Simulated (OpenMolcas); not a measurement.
# Os³⁺ among point charges: CASSCF and CASPT2 levels and susceptibility

How does a field of 6 point charges split the states of Os³⁺, and what χT follows?

Program: OpenMolcas 26.06. Level of theory: state-averaged CASSCF and CASPT2, spin-orbit coupling by RASSI with atomic mean-field integrals. These are calculated values, not measurements, unless marked.

### Step 1. What is computed

* Species: Os³⁺ (osmium, Z = 76, 73 electrons)
* Basis: ANO-RCC-VDZP [7s6p4d2f1g], 68 functions
* Scalar Hamiltonian: DKH2, point nucleus
* Inactive shells: 1s 2s 2p 3s 3p 3d 4s 4p 4d 4f 5s 5p
* Active space: 5 electrons in 5 orbitals (5d)
* Some configurations of this space: 5d⁵
* Orbitals: optimised for each spin and parity, averaged over all roots

Outer shells as boxes (Hund's rule):

5d5
```
5d [↑ ][↑ ][↑ ][↑ ][↑ ]
```

The ion sits among 6 point charges of -1.7 e arranged as an octahedron (Oh), 2.02 Å from the ion.

Each step is its own input file, run in one work folder so that later steps find the files of earlier ones. Labels, J, g values, rates, χT and fits are worked out afterwards by a script from the matrices that RASSI stores. The input lists half of the charges; inversion (Group=XYZ) makes the rest.

### Step 2. Basis and integrals

File a.inp:

```
&GATEWAY
Coord
1

Os 0.0 0.0 0.0
Basis=ANO-RCC-VDZP
Group=XYZ
NoMove
AngMom=0.0 0.0 0.0
AMFI
XField
3 Angstrom 0
2.020000 0.000000 0.000000 -1.700000
0.000000 2.020000 0.000000 -1.700000
0.000000 0.000000 2.020000 -1.700000
&SEWARD
```

Command:

```bash
OMP_NUM_THREADS=1 MOLCAS_MEM=1689 MOLCAS_PROJECT=a pymolcas a.inp > a.log
```

### Step 3. CASSCF: sextets of even parity, 1 root

File a.inp:

```
&RASSCF
FileOrb=start.orb
Symmetry=1
Spin=6
nActEl=5 0 0
Inactive=15 19
Ras2=5 0
CIRoot=1 1 1
SDav=1
CIMx=300
Iter=120 100
PrWF=0.3
OrbListing=Nothing
MaxOrb=0
>>> COPY $Project.JobIph JOB001
```

start.orb holds the contracted functions of the basis, ordered by shell, or the orbitals of the step before.

### Step 4. Reference wave functions, quartets of even parity, 24 roots

File a.inp:

```
&RASSCF
FileOrb=start.orb
Symmetry=1
Spin=4
nActEl=5 0 0
Inactive=15 19
Ras2=5 0
CIRoot=24 24 1
SDav=24
CIMx=300
Iter=120 100
PrWF=0.3
OrbListing=Nothing
MaxOrb=0
>>> COPY $Project.JobIph JOB002
```

### Step 5. Reference wave functions, doublets of even parity, 75 roots

File a.inp:

```
&RASSCF
FileOrb=start.orb
Symmetry=1
Spin=2
nActEl=5 0 0
Inactive=15 19
Ras2=5 0
CIRoot=75 75 1
SDav=75
CIMx=300
Iter=120 100
PrWF=0.3
OrbListing=Nothing
MaxOrb=0
>>> COPY $Project.JobIph JOB003
```

### Step 6. RASSI: spin-orbit coupling between the states

File a.inp:

```
&RASSI
NrOfJobIphs=3 1 24 75
1
1 2 3 4 5 6 7 8 9 10 11 12 13 14 15 16 17 18 19 20 21 22 23 24
1 2 3 4 5 6 7 8 9 10 11 12 13 14 15 16 17 18 19 20 21 22 23 24 25 26 27
28 29 30 31 32 33 34 35 36 37 38 39 40 41 42 43 44 45 46 47 48 49 50 51
52 53 54 55 56 57 58 59 60 61 62 63 64 65 66 67 68 69 70 71 72 73 74 75
IphNames
JOB001
JOB002
JOB003
EJob
SpinOrbit
DIPRint=1.0
SOCoupling=1000.0
Subsets=2
Property=9
'ANGMOM' 1 'ANGMOM' 2 'ANGMOM' 3 'MLTPL  1' 1 'MLTPL  1' 2 'MLTPL  1' 3
'AMFI' 1 'AMFI' 2 'AMFI' 3
SOProperty=3
'ANGMOM' 1 'ANGMOM' 2 'ANGMOM' 3
```

### Step 7. CASPT2: IPEA 0.25, imaginary shift 0.1 (closed shells correlated: 5s 5p)

File a.inp:

```
>>> COPY JOB001 $Project.JobIph
&CASPT2
Multistate=1 1
Frozen=14 16
IPEA=0.25
Imaginary=0.1
MaxIter=60
WThr=0.0 0.3 0.05
PrWF=0.5
NoMix
>>> COPY JOB002 $Project.JobIph
&CASPT2
Multistate=24 1 2 3 4 5 6 7 8 9 10 11 12 13 14 15 16 17 18 19 20 21 22
23 24
NoMult
Frozen=14 16
IPEA=0.25
Imaginary=0.1
MaxIter=60
WThr=0.0 0.3 0.05
PrWF=0.5
NoMix
>>> COPY JOB003 $Project.JobIph
&CASPT2
Multistate=75 1 2 3 4 5 6 7 8 9 10 11 12 13 14 15 16 17 18 19 20 21 22
23 24 25 26 27 28 29 30 31 32 33 34 35 36 37 38 39 40 41 42 43 44 45 46
47 48 49 50 51 52 53 54 55 56 57 58 59 60 61 62 63 64 65 66 67 68 69 70
71 72 73 74 75
NoMult
Frozen=14 16
IPEA=0.25
Imaginary=0.1
MaxIter=60
WThr=0.0 0.3 0.05
PrWF=0.5
NoMix
```

(Steps that only read results are left out.)

Q: Predict the outcome of this session. Wanted: spin-free ground state; lowest level; next level.

As calculated:

| quantity | value |
| --- | --- |
| method | SS-CASPT2, IPEA 0.25, imaginary shift 0.1 (closed shells correlated: 5s 5p) |
| spin-free ground state | 6A1, 1-fold in its orbital part |
| lowest level | 2-fold Γ7, g = 3.06, 3.06, 3.06 |
| next level | 567.4 cm⁻¹ |
| χT at 300 K | 2.78 cm³ K/mol |
| effective moment at 300 K | 4.72 μB |

Cost by method:

| method | time of its own steps | time with the reference |
| --- | --- | --- |
| A. CASSCF | 30 s | 30 s |
| B. SS-CASPT2, IPEA 0.25, imaginary shift 0.1, +5s 5p | 12 s | 41 s |

Times are of one thread on a shared host.

The spin-free ground state (6A1) comes to 100 % from free-ion S terms and keeps the highest spin of the shell. χT at 300 K is 2.78, against 4.39 cm³ K/mol for the spin alone, so spin-orbit coupling lowers it. An active space of the d shell alone favours high spin; real ions in strong fields can be low spin. A ligand-field fit to the states below 45000 cm-1 gives 10Dq = 11889 cm-1, B = 688 cm-1 and C = 3143 cm-1 (C/B = 4.57), with a deviation of 494 cm-1. CASPT2 does not keep the components of a term degenerate, and the means are used. The field of point charges can differ much from that of real complexes. With metal d orbitals alone active, the gaps between spin states are rough; where two lie within a few thousand cm-1, their order is open. Point charges carry no covalency, so the field is a model and not that of real ligands.
